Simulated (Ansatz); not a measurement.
# Si5H26C2: the cost of one run

Program: Ansatz 0.2.0. Level of theory: DFT PBE+D3(BJ), plane waves, PAW, scalar-relativistic, no spin polarisation. These are calculated values, not measurements.

### Step 1. Starting point

The cell holds 33 atoms (C2H26Si5): a = 8.203 Å, b = 8.203 Å, c = 8.203 Å, α = 90.00°, β = 90.00°, γ = 90.00°.

The coordinates stand in the first input below.

### Step 2. Preparing the start

Contents of input.yaml:

```yaml
accuracy: low
crystal:
  lattice:
    - [8.203132, 0.0, 0.0]
    - [0.0, 8.203132, 0.0]
    - [0.0, 0.0, 8.203132]
  atoms:
    - { symbol: C, position: [0.880433, 0.6462647, 0.1861087] }
    - { symbol: C, position: [0.9782691, 0.7982191, 0.2293766] }
    - { symbol: H, position: [0.8651804, 0.6347355, 0.0542647] }
    - { symbol: H, position: [0.9410705, 0.5359286, 0.2296685] }
    - { symbol: H, position: [0.7589917, 0.6500029, 0.2407573] }
    - { symbol: H, position: [0.9935217, 0.8097484, 0.3612206] }
    - { symbol: H, position: [1.0997103, 0.794481, 0.1747281] }
    - { symbol: H, position: [0.9176315, 0.9085552, 0.1858168] }
    - { symbol: Si, position: [0.7604397, 0.4091946, 0.7558222] }
    - { symbol: H, position: [0.8203059, 0.5621612, 0.8312846] }
    - { symbol: H, position: [0.7421645, 0.2822793, 0.8832422] }
    - { symbol: H, position: [0.6003839, 0.4393207, 0.6773884] }
    - { symbol: H, position: [0.8789047, 0.353017, 0.6313735] }
    - { symbol: Si, position: [0.1859733, 0.3124455, 0.5745947] }
    - { symbol: H, position: [0.3537578, 0.329713, 0.5095754] }
    - { symbol: H, position: [0.1517131, 0.4476285, 0.6896126] }
    - { symbol: H, position: [0.0675876, 0.3180022, 0.4380983] }
    - { symbol: H, position: [0.1708347, 0.1544383, 0.6610924] }
    - { symbol: Si, position: [0.1812348, 0.4639308, 0.0129939] }
    - { symbol: H, position: [0.0660683, 0.4419949, -0.1246027] }
    - { symbol: H, position: [0.348752, 0.4235116, -0.04161] }
    - { symbol: H, position: [0.1759653, 0.6356622, 0.0691888] }
    - { symbol: H, position: [0.1341536, 0.3545544, 0.1489994] }
    - { symbol: Si, position: [0.7055586, 0.8384485, 0.6577259] }
    - { symbol: H, position: [0.7993378, 0.9580779, 0.7555604] }
    - { symbol: H, position: [0.6305269, 0.7162238, 0.7677653] }
    - { symbol: H, position: [0.5758318, 0.9243521, 0.5656996] }
    - { symbol: H, position: [0.8165379, 0.7551403, 0.5418784] }
    - { symbol: Si, position: [0.6192276, 0.0219113, 0.1557563] }
    - { symbol: H, position: [0.4699515, 0.114998, 0.1973353] }
    - { symbol: H, position: [0.7646901, 0.1123667, 0.2135127] }
    - { symbol: H, position: [0.6133958, -0.1401399, 0.2356482] }
    - { symbol: H, position: [0.628873, 0.0004205, -0.023471] }
basis:
  ecutwfc: 420.0
kpoints:
  mp_grid: { grid: [1, 1, 1] }
hamiltonian:
  xc: pbe
  dispersion: d3bj
scf:
  occupations: { method: fermi_dirac, width: 0.05 }
  lower_state_search: "off"
relax:
  f_tol: 0.3
  max_steps: 15
  adjacent_minimum: "off"
```

Command:

```
$ ansatz run input.yaml --threads 1 --pin off --max-ram 3072MiB --backend cpu --events-out ev --progress --plain --runs-dir out
```

**Question.** How long does this run take on 1 thread of Intel Xeon 6975P-C (Granite Rapids), shared host, and how much memory does it need?

About 11 s, with a peak of 0.55 GiB.
